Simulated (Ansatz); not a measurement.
**CH₃ClOZn: a ladder of functionals and wavefunction methods**

The task here is to estimate one member of a computed series from the others.

The runs use Ansatz 0.2.0, Gaussian basis; functionals in def2-TZVPP, the program's frozen cores in correlated methods.

Plan: LDA (SPW92), PBE-D4, revPBE-D4, BLYP-D4, r2SCAN-D4, B97M-V, PBE0-D4, B3LYP-D4, r2SCANh-D4, r2SCAN0-D4, HSE06-D4, BHLYP-D4, CAM-B3LYP-D4, LC-ωPBE, ωB97X-V, ωB97M-V, B2PLYP, PBE-QIDH; CCSD(T)/def2-SVP; CCSD(T)/def2-TZVPP; MP2/def2-QZVPP; extrapolation to the limit; RPA on PBE.

### The relaxed structure

An earlier PBE0-D4 in a triple-zeta def2 set relaxation fixed the geometry.

SMILES `[OH][Zn][CH2]Cl`, 7 atoms, charge 0, spin multiplicity 1.

Atoms are counted from 1 here; the program's logs count them from 0.

Bond lengths: O1–Zn2 1.773 Å, O1–H5 0.958 Å, Zn2–C3 1.932 Å, C3–Cl4 1.798 Å, C3–H6 1.089 Å, C3–H7 1.089 Å. Angles: Zn2–O1–H5 116.7°, O1–Zn2–C3 177.5°, Zn2–C3–Cl4 107.9°, Zn2–C3–H6 113.2°, Zn2–C3–H7 113.2°, Cl4–C3–H6 106.9°, Cl4–C3–H7 106.9°, H6–C3–H7 108.4°.

The first run:

Input file in.yaml:

```yaml
crystal:
  periodic: [false, false, false]
  atoms:
    - {symbol: O, position_ang: [-0.953177, 2.141247, -0.925310]}
    - {symbol: Zn, position_ang: [-0.184904, 0.699131, -0.237437]}
    - {symbol: C, position_ang: [0.724720, -0.827527, 0.521235]}
    - {symbol: Cl, position_ang: [-0.294550, -2.279722, 0.231017]}
    - {symbol: H, position_ang: [-1.849766, 2.039583, -1.247865]}
    - {symbol: H, position_ang: [1.691744, -1.022463, 0.060075]}
    - {symbol: H, position_ang: [0.865943, -0.750249, 1.598296]}
basis:
  gaussian: {orbitals: def2-TZVPP}
hamiltonian: {xc: lda}
output: {orbitals: {seedname: orbitals}}
```

Launch:

```bash
> ansatz run in.yaml --threads 2 --pin off --events-out ev --progress --plain --max-ram 4352MiB
```

Steps of the session up to this table: LDA; PBE-D4 (GGA); revPBE-D4 (GGA); BLYP-D4 (GGA); r2SCAN-D4 (meta-GGA); B97M-V (meta-GGA); PBE0-D4 (hybrid); B3LYP-D4 (hybrid); r2SCANh-D4 (hybrid); r2SCAN0-D4 (hybrid); HSE06-D4 (hybrid); BHLYP-D4 (hybrid); CAM-B3LYP-D4 (range-separated); LC-ωPBE (range-separated); ωB97X-V (range-separated); ωB97M-V (range-separated); B2PLYP (double hybrid); PBE-QIDH (double hybrid).

One table of the session follows, with a row left open; its other results are not shown here.

It belongs to the step «Orbital energies across the functionals». 

| functional | HOMO (eV) | gap (eV) |
| --- | --- | --- |
| LDA (SPW92) | -6.60 | 4.91 |
| PBE-D4 | -6.42 | 4.90 |
| revPBE-D4 | -6.35 | 4.91 |
| BLYP-D4 | -6.29 | 4.78 |
| r2SCAN-D4 | -6.66 | 5.46 |
| B97M-V | -6.71 | 5.24 |
| PBE0-D4 | -7.65 | 6.98 |
| B3LYP-D4 | -7.44 | 6.44 |
| r2SCANh-D4 | -7.12 | 6.22 |
| r2SCAN0-D4 | -7.82 | 7.35 |
| HSE06-D4 | ? | ? |
| BHLYP-D4 | -8.79 | 8.77 |
| CAM-B3LYP-D4 | -9.02 | 9.17 |
| LC-ωPBE | -10.38 | 11.79 |
| ωB97X-V | -10.00 | 11.20 |
| ωB97M-V | -9.87 | 10.70 |

**Question.** Estimate the row for HSE06-D4.

As computed: HOMO (eV): -7.24; gap (eV): 6.21. In the column «HOMO (eV)» it lies between B3LYP-D4 (-7.44) and r2SCANh-D4 (-7.12).
